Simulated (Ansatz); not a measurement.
**Al₂H₄Se: up Jacob's ladder to CCSD(T)**

An exercise on one series of results from a longer session: the logs are not shown, and one member is left open.

Program: Ansatz 0.2.0, Gaussian basis. Level of theory: functionals in def2-TZVPP, the program's frozen cores in correlated methods. These are calculated values, not measurements.

Levels to be run: LDA (SPW92), PBE-D4, revPBE-D4, BLYP-D4, r2SCAN-D4, B97M-V, PBE0-D4, B3LYP-D4, r2SCANh-D4, r2SCAN0-D4, HSE06-D4, BHLYP-D4, CAM-B3LYP-D4, LC-ωPBE, ωB97X-V, ωB97M-V, B2PLYP, PBE-QIDH; CCSD(T)/def2-SVP; CCSD(T)/def2-TZVPP; MP2/def2-QZVPP; extrapolation to the limit; RPA on PBE.

### The relaxed structure

An earlier PBE0-D4 in a triple-zeta def2 set relaxation fixed the geometry.

SMILES `[AlH2][AlH][SeH]`, 7 atoms, charge 0, spin multiplicity 1.

Atoms are counted from 1 here; the program's logs count them from 0.

Bond lengths: Al1–Al2 2.584 Å, Al1–H4 1.593 Å, Al1–H5 1.593 Å, Al2–Se3 2.331 Å, Al2–H6 1.591 Å, Se3–H7 1.469 Å. Angles: Al2–Al1–H4 121.5°, Al2–Al1–H5 121.4°, H4–Al1–H5 117.1°, Al1–Al2–Se3 117.0°, Al1–Al2–H6 127.9°, Se3–Al2–H6 115.1°, Al2–Se3–H7 93.6°.

Coordinates:

```xyz
7

Al   -1.5781    0.5396   -0.9003
Al    0.6834    0.2316    0.3103
Se    1.2807   -1.9430    0.8993
H    -1.6880    0.4761   -2.4879
H    -2.9243    0.8030   -0.0909
H     1.7370    1.3531    0.7136
H     2.5506   -1.5283    1.5104
```

Set-up of the first run:

in.yaml

```yaml
crystal:
  periodic: [false, false, false]
  atoms:
    - {symbol: Al, position_ang: [-1.578054, 0.539633, -0.900264]}
    - {symbol: Al, position_ang: [0.683428, 0.231585, 0.310276]}
    - {symbol: Se, position_ang: [1.280704, -1.943041, 0.899269]}
    - {symbol: H, position_ang: [-1.688000, 0.476069, -2.487903]}
    - {symbol: H, position_ang: [-2.924342, 0.803040, -0.090881]}
    - {symbol: H, position_ang: [1.736975, 1.353112, 0.713599]}
    - {symbol: H, position_ang: [2.550590, -1.528300, 1.510404]}
basis:
  gaussian: {orbitals: def2-TZVPP}
hamiltonian: {xc: lda}
output: {orbitals: {seedname: orbitals}}
```

Launch:

```
> ansatz run in.yaml --threads 2 --pin off --events-out ev --progress --plain --max-ram 4352MiB
```

Steps of the session up to this table: LDA; PBE-D4 (GGA); revPBE-D4 (GGA); BLYP-D4 (GGA); r2SCAN-D4 (meta-GGA); B97M-V (meta-GGA); B3LYP-D4 (hybrid); r2SCANh-D4 (hybrid); r2SCAN0-D4 (hybrid); HSE06-D4 (hybrid); BHLYP-D4 (hybrid); CAM-B3LYP-D4 (range-separated); LC-ωPBE (range-separated); ωB97X-V (range-separated); ωB97M-V (range-separated); B2PLYP (double hybrid); PBE-QIDH (double hybrid).

One table of the session follows, with a row left open; its other results are not shown here.

It belongs to the step «Frontier levels by functional». 

```
  functional  HOMO (eV)  LUMO (eV)  gap (eV)
 LDA (SPW92)      -6.18      -3.27      2.92
      PBE-D4      -6.11      -3.05      3.06
   revPBE-D4      -6.08      -2.95      3.13
     BLYP-D4      -5.96      -2.89      3.07
   r2SCAN-D4      -6.34      -2.82      3.52
      B97M-V      -6.37      -3.05      3.32
     PBE0-D4      -7.13      -2.31      4.82
    B3LYP-D4      -6.94      -2.47      4.47
  r2SCANh-D4      -6.71      -2.57      4.15
  r2SCAN0-D4          ?          ?         ?
    HSE06-D4      -6.74      -2.68      4.06
    BHLYP-D4      -8.04      -1.51      6.52
CAM-B3LYP-D4      -8.35      -1.35      7.00
     LC-ωPBE      -9.63      -0.32      9.31
     ωB97X-V      -9.32      -0.42      8.90
     ωB97M-V      -9.03      -0.69      8.33
```

**Question.** Estimate the row for r2SCAN0-D4.

Worked estimate for «HOMO (eV)». Against the share of exact exchange, r2SCAN-D4 (0, -6.34), r2SCANh-D4 (0.1, -6.71) give a slope of -3.70 per unit share; at 0.25 the line stands at -7.27.

**Answer.** HOMO (eV): -7.27; LUMO (eV): -2.19; gap (eV): 5.08. In «HOMO (eV)» the line misses by 0.00.
